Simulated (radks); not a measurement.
# Valence configurations of Nb⁺

The task here is to estimate one member of a computed series from the others.

Method: Dirac Kohn-Sham, PBE, spin-unpolarised, spherical densities, point nucleus; open shells fill j = l - 1/2 first. Code: radks (a radial shooting solver on a logarithmic mesh, Libxc functionals) version 1.

## The system

| Property | Result |
| --- | --- |
| element | niobium (Z = 41) |
| charge | +1 |
| electrons | 40 |
| configuration | [Kr] 4d4 |
| others tried | 4d3 5p1; 4d2 5p2; 4d2.5 5s0.5 5p1; 4d1 5s2 5p1; 4d3 5s1; 4d3.5 5s0.5; 4d1 5s1 5p2; 4d3.5 5p0.5; 4d2 5s2 |

The first run:

The run's settings:

```text
Z 41
configuration [Kr] 4d4
relativity Dirac
functional pbe,pbe
spin unpolarised
j_filling energy
nucleus point
c 137.035999084
```

Steps of the session up to this table: [Kr] 4d4.

One table of the session follows, with a row left open; its other results are not shown here.

It belongs to the step «[Kr] 4d4». Radial moments (bohr):

| level | <r> | outermost maximum (interpolated) | 90 % within | nodes |
| --- | --- | --- | --- | --- |
| 3p3/2 | 0.4491 | 0.392 | 0.679 | 1 |
| 3d3/2 | 0.4310 | 0.333 | 0.691 | 0 |
| 3d5/2 | ? | ? | ? | ? |
| 4s1/2 | 1.161 | 1.03 | 1.69 | 3 |
| 4p1/2 | 1.284 | 1.11 | 1.91 | 2 |
| 4p3/2 | 1.315 | 1.13 | 1.96 | 2 |
| 4d3/2 | 2.053 | 1.49 | 3.35 | 1 |
| 4d5/2 | 2.077 | 1.50 | 3.39 | 1 |

**Question.** Estimate the row for 3d5/2.

As computed: <r>: 0.4345; outermost maximum (interpolated): 0.336; 90 % within: 0.696; nodes: 0. In the column «<r>» it lies between 3d3/2 (0.4310) and 3p3/2 (0.4491).
